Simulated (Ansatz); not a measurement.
# BH₅S₂Si: one species, many methods

One table from this session's results is given with a row withheld; the runs are named, their logs left out.

Computed with Ansatz 0.2.0, Gaussian basis. Level: functionals in def2-TZVPP, the program's frozen cores in correlated methods.

Levels to be run: LDA (SPW92), PBE-D4, revPBE-D4, BLYP-D4, r2SCAN-D4, B97M-V, PBE0-D4, B3LYP-D4, r2SCANh-D4, r2SCAN0-D4, HSE06-D4, BHLYP-D4, CAM-B3LYP-D4, LC-ωPBE, ωB97X-V, ωB97M-V, B2PLYP, PBE-QIDH; CCSD(T)/def2-SVP; CCSD(T)/def2-TZVPP; MP2/def2-QZVPP; extrapolation to the limit; RPA on PBE.

**Structure used throughout**

An earlier PBE0-D4 in a triple-zeta def2 set relaxation fixed the geometry.

9 atoms, charge 0, spin multiplicity 1.

Atoms are counted from 1 here; the program's logs count them from 0.

Bond lengths: Si1–B2 2.008 Å, Si1–H5 1.492 Å, Si1–H6 1.493 Å, Si1–H7 1.491 Å, B2–S3 1.903 Å, B2–S4 1.976 Å, B2–H8 1.196 Å, S3–S4 2.045 Å, S4–H9 1.352 Å. Angles: B2–Si1–H5 112.9°, B2–Si1–H6 110.6°, B2–Si1–H7 110.6°, H5–Si1–H6 107.6°, H5–Si1–H7 107.5°, H6–Si1–H7 107.6°, Si1–B2–S3 116.9°, Si1–B2–S4 111.9°, Si1–B2–H8 123.4°, S3–B2–S4 63.6°, S3–B2–H8 115.2°, S4–B2–H8 109.9°, B2–S3–S4 59.9°, B2–S4–S3 56.4°, B2–S4–H9 98.3°, S3–S4–H9 100.4°.

The first run:

in.yaml

```yaml
crystal:
  periodic: [false, false, false]
  atoms:
    - {symbol: Si, position_ang: [0.397717, 0.595718, -1.256648]}
    - {symbol: B, position_ang: [-0.168274, -0.662911, 0.201510]}
    - {symbol: S, position_ang: [1.075846, -0.963279, 1.609461]}
    - {symbol: S, position_ang: [-0.516759, 0.287017, 1.898850]}
    - {symbol: H, position_ang: [-0.747960, 1.083482, -2.077881]}
    - {symbol: H, position_ang: [1.081852, 1.790946, -0.680940]}
    - {symbol: H, position_ang: [1.358469, -0.071479, -2.181111]}
    - {symbol: H, position_ang: [-0.978353, -1.529075, 0.045031]}
    - {symbol: H, position_ang: [-1.414039, -0.576819, 2.424626]}
basis:
  gaussian: {orbitals: def2-TZVPP}
hamiltonian: {xc: lda}
output: {orbitals: {seedname: orbitals}}
```

Started as:

```bash
> ansatz run in.yaml --threads 2 --pin off --events-out ev --progress --plain --max-ram 4352MiB
```

Steps of the session up to this table: LDA; PBE-D4 (GGA); revPBE-D4 (GGA); BLYP-D4 (GGA); r2SCAN-D4 (meta-GGA); B97M-V (meta-GGA); PBE0-D4 (hybrid); B3LYP-D4 (hybrid); r2SCANh-D4 (hybrid); r2SCAN0-D4 (hybrid); HSE06-D4 (hybrid); BHLYP-D4 (hybrid); CAM-B3LYP-D4 (range-separated); LC-ωPBE (range-separated); ωB97X-V (range-separated); ωB97M-V (range-separated); B2PLYP (double hybrid); PBE-QIDH (double hybrid).

One table of the session follows, with a row left open; its other results are not shown here.

It belongs to the step «Frontier levels by functional». 

| functional | HOMO (eV) | LUMO (eV) | gap (eV) |
| --- | --- | --- | --- |
| LDA (SPW92) | -6.01 | -3.03 | 2.98 |
| PBE-D4 | -5.91 | -2.83 | 3.08 |
| revPBE-D4 | -5.87 | -2.76 | 3.11 |
| BLYP-D4 | -5.76 | -2.69 | 3.08 |
| r2SCAN-D4 | -6.14 | -2.65 | 3.49 |
| B97M-V | -6.27 | -2.61 | 3.66 |
| PBE0-D4 | -7.08 | -1.83 | 5.25 |
| B3LYP-D4 | -6.87 | -2.05 | 4.81 |
| r2SCANh-D4 | -6.58 | -2.28 | 4.29 |
| r2SCAN0-D4 | -7.23 | -1.73 | 5.50 |
| HSE06-D4 | -6.69 | -2.21 | 4.47 |
| BHLYP-D4 | -8.15 | -0.71 | 7.43 |
| CAM-B3LYP-D4 | -8.38 | -0.66 | 7.72 |
| LC-ωPBE | -9.73 | 0.52 | 10.25 |
| ωB97X-V | -9.39 | 0.41 | 9.81 |
| ωB97M-V | ? | ? | ? |

Estimate the missing values for ωB97M-V.

**Answer.** HOMO (eV): -9.21; LUMO (eV): 0.29; gap (eV): 9.51. In the column «HOMO (eV)» it lies between ωB97X-V (-9.39) and CAM-B3LYP-D4 (-8.38).
